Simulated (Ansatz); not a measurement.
# F₂H₄OSi₂: vertical ionisation energy

An exercise on one series of results from a longer session: the logs are not shown, and one member is left open.

Computed with Ansatz 0.2.0, Gaussian basis. Level: unrestricted cation, the program's frozen cores in correlated methods.

Levels to be run: UKS PBE-D4/def2-TZVPP; UKS r2SCAN-D4/def2-TZVPP; UKS PBE0-D4/def2-TZVPP; UKS B3LYP-D4/def2-TZVPP; UKS wB97X-V/def2-TZVPP; UKS wB97M-V/def2-TZVPP; UKS B2PLYP/def2-TZVPP; UHF-CCSD(T)/def2-TZVPP; UHF-MP2/def2-QZVPP; extrapolation to the limit; then −ε(HOMO) from the neutral's earlier runs with LDA (SPW92), PBE-D4, revPBE-D4, BLYP-D4, r2SCAN-D4, B97M-V, PBE0-D4, B3LYP-D4, r2SCANh-D4, r2SCAN0-D4, HSE06-D4, BHLYP-D4, CAM-B3LYP-D4, LC-ωPBE, ωB97X-V, ωB97M-V.

## Structure used throughout

An earlier PBE0-D4 in a triple-zeta def2 set relaxation fixed the geometry.

9 atoms, charge 0, spin multiplicity 1.

Atoms are counted from 1 here; the program's logs count them from 0.

Bond lengths: O1–Si2 1.621 Å, O1–H6 0.959 Å, Si2–F3 1.592 Å, Si2–F4 1.592 Å, Si2–Si5 2.328 Å, Si5–H7 1.485 Å, Si5–H8 1.485 Å, Si5–H9 1.485 Å. Angles: Si2–O1–H6 120.5°, O1–Si2–F3 110.1°, O1–Si2–F4 110.1°, O1–Si2–Si5 109.3°, F3–Si2–F4 104.4°, F3–Si2–Si5 111.4°, F4–Si2–Si5 111.4°, Si2–Si5–H7 109.1°, Si2–Si5–H8 109.3°, Si2–Si5–H9 109.3°, H7–Si5–H8 109.7°, H7–Si5–H9 109.7°, H8–Si5–H9 109.8°.

Set-up of the first run:

in.yaml reads:

```yaml
crystal:
  periodic: [false, false, false]
  atoms:
    - {symbol: O, position_ang: [0.246275, 1.857014, 0.435899]}
    - {symbol: Si, position_ang: [0.784697, 0.367650, 0.089686]}
    - {symbol: F, position_ang: [1.734950, 0.412688, -1.186931]}
    - {symbol: F, position_ang: [1.721878, -0.161612, 1.262853]}
    - {symbol: Si, position_ang: [-1.031065, -1.048900, -0.252082]}
    - {symbol: H, position_ang: [0.864314, 2.570826, 0.606082]}
    - {symbol: H, position_ang: [-0.531073, -2.412103, -0.563665]}
    - {symbol: H, position_ang: [-1.841632, -0.542072, -1.388085]}
    - {symbol: H, position_ang: [-1.859943, -1.089791, 0.979043]}
basis:
  gaussian: {orbitals: def2-TZVPP}
total_charge: 1
magnetization: {spin_polarized: true, initial_magnetization: 1}
hamiltonian: {xc: pbe, dispersion: d4}
```

On the command line:

```sh
$ ansatz run in.yaml --threads 2 --pin off --events-out ev --progress --plain --max-ram 22528MiB --backend cpu
```

Steps of the session up to this table: Cation, UKS PBE-D4/def2-TZVPP; Cation, UKS r2SCAN-D4/def2-TZVPP; Cation, UKS PBE0-D4/def2-TZVPP; Cation, UKS B3LYP-D4/def2-TZVPP; Cation, UKS wB97X-V/def2-TZVPP; Cation, UKS wB97M-V/def2-TZVPP; Cation, UKS B2PLYP (frozen core)/def2-TZVPP; Cation, UHF-CCSD(T)/def2-TZVPP; Cation, UHF-MP2/def2-QZVPP.

One table of the session follows, with a row left open; its other results are not shown here.

It belongs to the step «Ionisation energies side by side». Orbital estimates, from the neutral's runs:

| functional | −ε(HOMO) (eV) |
| --- | --- |
| LDA (SPW92) | 7.87 |
| PBE-D4 | 7.76 |
| revPBE-D4 | 7.70 |
| BLYP-D4 | 7.65 |
| r2SCAN-D4 | ? |
| B97M-V | 8.15 |
| PBE0-D4 | 9.04 |
| B3LYP-D4 | 8.84 |
| r2SCANh-D4 | 8.53 |
| r2SCAN0-D4 | 9.23 |
| HSE06-D4 | 8.64 |
| BHLYP-D4 | 10.25 |
| CAM-B3LYP-D4 | 10.40 |
| LC-ωPBE | 11.70 |
| ωB97X-V | 11.37 |
| ωB97M-V | 11.13 |

**Question.** Estimate the row for r2SCAN-D4.

Worked estimate for «−ε(HOMO) (eV)». Against the share of exact exchange, r2SCANh-D4 (0.1, 8.53), r2SCAN0-D4 (0.25, 9.23) give a slope of 4.67 per unit share; at 0 the line stands at 8.06.

As computed: −ε(HOMO) (eV): 8.06. In «−ε(HOMO) (eV)» the line misses by 0.00.
